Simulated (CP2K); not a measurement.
# HfIn4SiO6 (C2) in CP2K: notebook, part 2 of 2

CP2K 2026.2.

## 3. Electron localisation function, PBE

hfin4sio6_elf.inp reads:

```
&GLOBAL
  PROJECT hfin4sio6_elf
  RUN_TYPE ENERGY_FORCE
  PRINT_LEVEL LOW
&END GLOBAL
&FORCE_EVAL
  METHOD QS
  STRESS_TENSOR ANALYTICAL
  &DFT
    BASIS_SET_FILE_NAME BASIS_MOLOPT_UZH
    POTENTIAL_FILE_NAME POTENTIAL_UZH
    &MGRID
      CUTOFF 600
      REL_CUTOFF 60
      NGRIDS 5
    &END MGRID
    &QS
      METHOD GPW
      EPS_DEFAULT 1.0E-9
    &END QS
    &KPOINTS
      SCHEME MONKHORST-PACK 6 6 4
      GAMMA_CENTERED T
      SYMMETRY T
      SYMMETRY_BACKEND SPGLIB
    &END KPOINTS
    &SCF
      SCF_GUESS ATOMIC
      EPS_SCF 1.0E-6
      MAX_SCF 100
      ADDED_MOS 33
      CHOLESKY OFF
      EPS_EIGVAL 1.0E-7
      &DIAGONALIZATION ON
        ALGORITHM STANDARD
      &END DIAGONALIZATION
      &MIXING ON
        METHOD BROYDEN_MIXING
        ALPHA 0.4
        BETA 1.5
        NBUFFER 8
      &END MIXING
      &SMEAR ON
        METHOD FERMI_DIRAC
        ELECTRONIC_TEMPERATURE [K] 116.045
      &END SMEAR
    &END SCF
    &XC
      &XC_FUNCTIONAL
        &GGA_X_PBE
        &END GGA_X_PBE
        &GGA_C_PBE
        &END GGA_C_PBE
      &END XC_FUNCTIONAL
    &END XC
    &PRINT
      &KPOINTS ON
      &END KPOINTS
      &MULLIKEN ON
      &END MULLIKEN
      &MO ON
        ENERGIES T
        OCCUPATION_NUMBERS T
        &EACH
          QS_SCF 0
        &END EACH
        ADD_LAST NUMERIC
      &END MO
      &LOWDIN ON
      &END LOWDIN
      &HIRSHFELD ON
        SHAPE_FUNCTION DENSITY
      &END HIRSHFELD
      &E_DENSITY_CUBE ON
        STRIDE 2
      &END E_DENSITY_CUBE
      &V_HARTREE_CUBE ON
        STRIDE 2
      &END V_HARTREE_CUBE
      &ELF_CUBE ON
        STRIDE 2
      &END ELF_CUBE
    &END PRINT
  &END DFT
  &SUBSYS
    &CELL
      A 5.4313425004 0.0000000000 0.0000000000
      B -2.7152881875 4.7039017225 0.0000000000
      C -0.9282855847 -1.6076866136 7.4069988498
      PERIODIC XYZ
    &END CELL
    &COORD
      SCALED
      Hf  0.7883500000 0.2116500000 0.0000000000
      In  0.6217500000 0.3782500000 0.5000000000
      In  0.4550200000 0.5449800000 0.0000000000
      In  0.2840700000 0.7159300000 0.5000000000
      In  0.9581400000 0.0418600000 0.5000000000
      Si  0.1216800000 0.8783200000 0.0000000000
      O   0.0621900000 0.1141500000 0.8666600000
      O   0.8858500000 0.9378100000 0.1333400000
      O   0.7949000000 0.5378400000 0.8666300000
      O   0.4621600000 0.2051000000 0.1333700000
      O   0.1535200000 0.6287900000 0.1333300000
      O   0.3712100000 0.8464800000 0.8666700000
    &END COORD
    &KIND Hf
      BASIS_SET TZVP-MOLOPT-PBE-GTH-q12
      POTENTIAL GTH-PBE-q12
    &END KIND
    &KIND In
      BASIS_SET TZVP-MOLOPT-PBE-GTH-q13
      POTENTIAL GTH-PBE-q13
    &END KIND
    &KIND Si
      BASIS_SET TZVP-MOLOPT-PBE-GTH-q4
      POTENTIAL GTH-PBE-q4
    &END KIND
    &KIND O
      BASIS_SET TZVP-MOLOPT-PBE-GTH-q6
      POTENTIAL GTH-PBE-q6
    &END KIND
    &PRINT
      &ATOMIC_COORDINATES ON
      &END ATOMIC_COORDINATES
      &CELL ON
      &END CELL
    &END PRINT
  &END SUBSYS
  &PRINT
    &FORCES ON
    &END FORCES
    &STRESS_TENSOR ON
    &END STRESS_TENSOR
  &END PRINT
&END FORCE_EVAL
```

Potentials or basis: POTENTIAL_UZH Hf GTH-PBE-q12, In GTH-PBE-q13, Si GTH-PBE-q4, O GTH-PBE-q6; TZVP-MOLOPT-PBE-GTH basis.

On the command line:

```bash
$ OMP_NUM_THREADS=1 mpirun -n 6 cp2k.psmp -i hfin4sio6_elf.inp -o hfin4sio6_elf.out
```

hfin4sio6_elf.out:

```text

 CP2K| version string:                                       CP2K version 2026.2
 CP2K| Input file name                                         hfin4sio6_elf.inp

 GLOBAL| Force Environment number                                              1
 GLOBAL| Basis set file name                                    BASIS_MOLOPT_UZH
 GLOBAL| Potential file name                                       POTENTIAL_UZH
 GLOBAL| MM Potential file name                                     MM_POTENTIAL
 GLOBAL| Coordinate file name                                      __STD_INPUT__
 GLOBAL| Method name                                                        CP2K
 GLOBAL| Project name                                              hfin4sio6_elf
 GLOBAL| Run type                                                   ENERGY_FORCE
 GLOBAL| FFT library                                                       FFTW3
 GLOBAL| Diagonalization library                                       ScaLAPACK
 GLOBAL| Cholesky decomposition library                                ScaLAPACK
 GLOBAL| DGEMM library                                                      BLAS
 GLOBAL| Direct generalized diagonalization requested                          F
 GLOBAL| Matrix multiplication library                                 ScaLAPACK
 GLOBAL| Global print level                                                  LOW
 GLOBAL| Total number of message passing processes                             6
 GLOBAL| Number of threads for this process                                    1
 GLOBAL| CPU model name           Intel(R) Xeon(R) Platinum 8259CL CPU @ 2.50GHz

 CELL| Volume [angstrom^3]:                                           189.237720
[... 1525 lines left out ...]
      10     O        4          5.738749                              0.261251
      11     O        4          5.742401                              0.257599
      12     O        4          5.738505                              0.261495
 # Total charge                            104.000000                 -0.000000

               ----- ELF is computed on the real space grid -----

 ELF is written in Cube    file format to the file:

 hfin4sio6_elf-ELF_S1-1_0.cube

 ENERGY| Total FORCE_EVAL ( QS ) energy [hartree]           -375.068268968172902

 FORCES| Atomic forces [hartree/bohr]
 FORCES|   Atom     x               y               z               |f|
 FORCES|      1 -1.82675574E-04  1.05423633E-04 -4.60235479E-09   2.10913508E-04
 FORCES|      2 -1.77661048E-04  1.02497779E-04  9.40769002E-07   2.05110039E-04
 FORCES|      3 -4.33598125E-05  2.48273626E-05 -5.29867249E-08   4.99647284E-05
 FORCES|      4 -1.63580386E-04  9.43982015E-05  9.76180636E-08   1.88863899E-04
 FORCES|      5  3.58501386E-04 -2.06850048E-04  1.27211433E-06   4.13898302E-04
 FORCES|      6 -6.53893860E-05  3.79307615E-05  2.87836469E-08   7.55944132E-05
 FORCES|      7 -4.86792410E-03 -6.19365304E-04  1.01547119E-03   5.01113562E-03
 FORCES|      8 -1.89624662E-03  4.52508597E-03 -1.01634085E-03   5.01049928E-03
 FORCES|      9  2.98594402E-03 -4.62417503E-03  1.06446934E-03   5.60642055E-03
 FORCES|     10  5.49758400E-03 -2.75081782E-04 -1.06520311E-03   5.60658163E-03
 FORCES|     11 -2.75593015E-03 -4.28556717E-03 -1.06083158E-03   5.20447890E-03
 FORCES|     12  2.33466046E-03  4.52965792E-03  1.06015328E-03   5.20503269E-03
 FORCES| Sum     1.02392280E-03 -5.91217707E-04 -4.37161561E-11
 FORCES| Total atomic force                                       1.18235201E-03

 STRESS| Analytical stress tensor [bar]
 STRESS|                        x                   y                   z
 STRESS|      x       -3.71595185053E+03   2.28707046767E+02   3.00359186084E+01
 STRESS|      y        2.28707046767E+02  -3.44953731753E+03   5.45361621154E+01
 STRESS|      z        3.00359186084E+01   5.45361621154E+01  -5.39567119334E+03
 STRESS| 1/3 Trace                                            -4.18705345380E+03
 STRESS| Determinant                                          -6.88662665693E+10

 STRESS| Eigenvectors and eigenvalues of the analytical stress tensor [bar]
 STRESS|                        1                   2                   3
 STRESS| Eigenvalues  -5.39753551705E+03  -3.84741541468E+03  -3.31620942967E+03
 STRESS|      x          -0.014275693273      0.867017978614      0.498072313366
 STRESS|      y          -0.026307404296     -0.498276318735      0.866619080489
 STRESS|      z           0.999551962161     -0.000731401539      0.029922232386
```

Wall time 2.5 min (6 MPI ranks of Intel Xeon Platinum 8259CL at 2.50GHz (Skylake/Cascade Lake), shared host).

What came out:

```yaml
Free_energy: -10206.1266 eV
Pressure: -0.4 GPa
Largest_force: 0.288 eV/Å
Band_gap_on_the_k_mesh: none (metal or under the smearing width)
Mulliken_charges: Hf +2.28; In +0.24, +1.58, +0.23; Si +1.61; O -1.03 e
Hirshfeld_charges: Hf +0.63; In +0.12, +0.57; Si +0.36; O -0.32 e
```

Forces in eV/Å, atoms in the order of the input:
```
Hf  -0.009  0.005  0.000
In  -0.009  0.005  0.000
In  -0.002  0.001  0.000
In  -0.008  0.005  0.000
In   0.018 -0.011  0.000
Si  -0.003  0.002  0.000
O   -0.250 -0.032  0.052
O   -0.098  0.233 -0.052
O    0.154 -0.238  0.055
O    0.283 -0.014 -0.055
O   -0.142 -0.220 -0.055
O    0.120  0.233  0.055
```

Stress tensor (GPa, compression positive):
```
-0.37  0.02  0.00
 0.02 -0.34  0.01
 0.00  0.01 -0.54
```

Levels at points of the mesh, in eV from the Fermi level:
```tsv
k point	band 49	band 50	band 51	band 52	band 53	band 54	band 55	band 56
(0.00, 0.00, 0.00)	-3.63	-0.85	-0.66	-0.34	-0.21	-0.03	0.00	0.48
(0.00, 0.00, 0.50)	-3.45	-1.11	-0.84	-0.66	-0.18	-0.14	-0.04	0.00
(0.00, 0.50, 0.00)	-3.65	-3.44	-2.28	-1.96	1.12	1.54	1.92	2.02
(0.00, 0.50, 0.50)	-3.46	-3.25	-2.19	-1.76	0.94	1.38	1.96	2.07
(0.50, 0.50, 0.00)	-3.71	-3.58	-2.20	-1.77	1.20	1.63	1.68	2.06
(0.50, 0.50, 0.50)	-3.37	-3.17	-2.28	-1.93	0.86	1.42	1.98	2.13
```

Caveat: Mulliken charges move with the basis; the basis of atomic orbitals isn't converged, which shifts pressures, moduli and gaps. The run has no spin-orbit coupling, so splittings on Hf are missing.
